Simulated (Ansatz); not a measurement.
# C₃H₃F₅: basis-set convergence

The task here is to estimate one member of a computed series from the others.

Method: one geometry, several basis sets; program: Ansatz 0.2.0, Gaussian basis.

The runs, in order: PBE0-D4/def2-SVP; ωB97M-V/def2-SVP; PBE0-D4/def2-QZVPP; ωB97M-V/def2-QZVPP; the functionals' def2-TZVPP values are taken from earlier runs.

**The geometry**

An earlier PBE0-D4 in a triple-zeta def2 set relaxation fixed the geometry.

SMILES `FCC(F)C(F)(F)F`, 11 atoms, charge 0, spin multiplicity 1.

Atoms are counted from 1 here; the program's logs count them from 0.

Bond lengths: F1–C2 1.374 Å, C2–C3 1.508 Å, C2–H9 1.093 Å, C2–H10 1.093 Å, C3–F4 1.369 Å, C3–C5 1.524 Å, C3–H11 1.095 Å, C5–F6 1.328 Å, C5–F7 1.335 Å, C5–F8 1.339 Å. Angles: F1–C2–C3 109.1°, F1–C2–H9 108.7°, F1–C2–H10 108.7°, C3–C2–H9 110.0°, C3–C2–H10 110.3°, H9–C2–H10 109.9°, C2–C3–F4 110.3°, C2–C3–C5 111.9°, C2–C3–H11 110.2°, F4–C3–C5 108.1°, F4–C3–H11 108.6°, C5–C3–H11 107.7°, C3–C5–F6 111.2°, C3–C5–F7 111.8°, C3–C5–F8 109.8°, F6–C5–F7 108.0°, F6–C5–F8 108.1°, F7–C5–F8 107.9°.

The first run:

File in.yaml:

```yaml
crystal:
  periodic: [false, false, false]
  atoms:
    - {symbol: F, position_ang: [-0.899918, -2.106039, -0.801764]}
    - {symbol: C, position_ang: [-0.166859, -0.945643, -0.855288]}
    - {symbol: C, position_ang: [-0.435574, -0.134899, 0.387446]}
    - {symbol: F, position_ang: [-1.695354, 0.399404, 0.341759]}
    - {symbol: C, position_ang: [0.559047, 1.008945, 0.545241]}
    - {symbol: F, position_ang: [0.256663, 1.766139, 1.594020]}
    - {symbol: F, position_ang: [0.587654, 1.792588, -0.535017]}
    - {symbol: F, position_ang: [1.790052, 0.516250, 0.728688]}
    - {symbol: H, position_ang: [-0.466248, -0.381757, -1.742084]}
    - {symbol: H, position_ang: [0.893769, -1.202875, -0.918496]}
    - {symbol: H, position_ang: [-0.358031, -0.769112, 1.276297]}
basis:
  gaussian: {orbitals: def2-SVP}
hamiltonian: {xc: pbe0, dispersion: d4}
output: {orbitals: {seedname: orbitals}}
```

Command:

```console
ansatz run in.yaml --threads 4 --pin off --events-out ev --progress --plain --max-ram 11315MiB
```

Among the steps run: PBE0-D4 in def2-SVP; ωB97M-V in def2-SVP; PBE0-D4 in def2-QZVPP; ωB97M-V in def2-QZVPP.

One of the session's tables, all rows but one given; the rest of the session is left out.

It belongs to the step «Density functionals: the series». 

```
functional       basis  HOMO (eV)  LUMO (eV)
   PBE0-D4    def2-SVP      -9.94       1.82
   PBE0-D4  def2-TZVPP     -10.14       1.29
   PBE0-D4  def2-QZVPP     -10.19       0.87
   ωB97M-V    def2-SVP     -12.34       3.78
   ωB97M-V  def2-TZVPP     -12.57       2.94
   ωB97M-V  def2-QZVPP          ?          ?
```

Q: Estimate the row for ωB97M-V, def2-QZVPP from the others.

**Answer.** HOMO (eV): -12.62; LUMO (eV): 2.05. In the column «HOMO (eV)» it is the lowest.
